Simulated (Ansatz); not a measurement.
# As2H2: the cost of one run

Program: Ansatz 0.2.0, Gaussian basis. Level of theory: cc-pVDZ, all electrons in the functionals, frozen cores in the correlation of double hybrids and RPA. These are calculated values, not measurements.

To be run: wB97M-V, B2PLYP, RPA-PBE, at charge 0, triplet; charge 0, singlet; charge 0, quintet; charge 1, doublet; charge 1, quartet; displaced geometry v1; displaced geometry v2.

20 further runs of the same task are left out: 6 that didn't finish, 14 set aside as unsound or not needed. Runs told in other sessions of the task aren't counted.

### Step 1. The geometry

The geometry is a PBE0/def2-TZVP stationary point (not a proven minimum). No spin-orbit coupling is included. The filled d shell of As may be among the frozen orbitals whatever the setting's name suggests.

4 atoms, charge 0, spin multiplicity 3.

Atoms are counted from 1 here; the program's logs count them from 0.

Bond lengths: As1–As2 2.411 Å, As1–H3 1.530 Å, As2–H4 1.530 Å. Angles: As2–As1–H3 92.6°, As1–As2–H4 92.6°.

No dispersion term is added; wB97M-V holds VV10 nonlocal correlation.

The geometry shown and the zero of energy belong to the point charge 0, triplet. The yardstick, UCCSDT(Q), and other wave-function levels (R restricted, U unrestricted, valence and pair active spaces) come from earlier runs.

### Step 2. wB97M-V, charge 0, triplet

File in.yaml:

```yaml
crystal:
  periodic: [false, false, false]
  atoms:
    - {symbol: As, position_ang: [0.014278, -0.034459, 1.204926]}
    - {symbol: As, position_ang: [0.014281, 0.034458, -1.204926]}
    - {symbol: H, position_ang: [-1.061382, 1.049446, 1.305639]}
    - {symbol: H, position_ang: [-1.061448, -1.049378, -1.305639]}
basis:
  gaussian: {orbitals: cc-pVDZ}
magnetization: {spin_polarized: true, initial_magnetization: 2}
hamiltonian: {xc: {name: wB97M-V}}
output: {forces: true, orbitals: {seedname: orbitals}}
```

Run with:

```bash
> ansatz run in.yaml --threads 1 --pin off --events-out ev --progress --plain --max-ram 2393MiB
```

**Question.** How long does this run take on 1 thread of Intel Xeon Platinum 8488C, shared host, and how much memory does it need?

About 12 s, with a peak of 0.33 GiB.
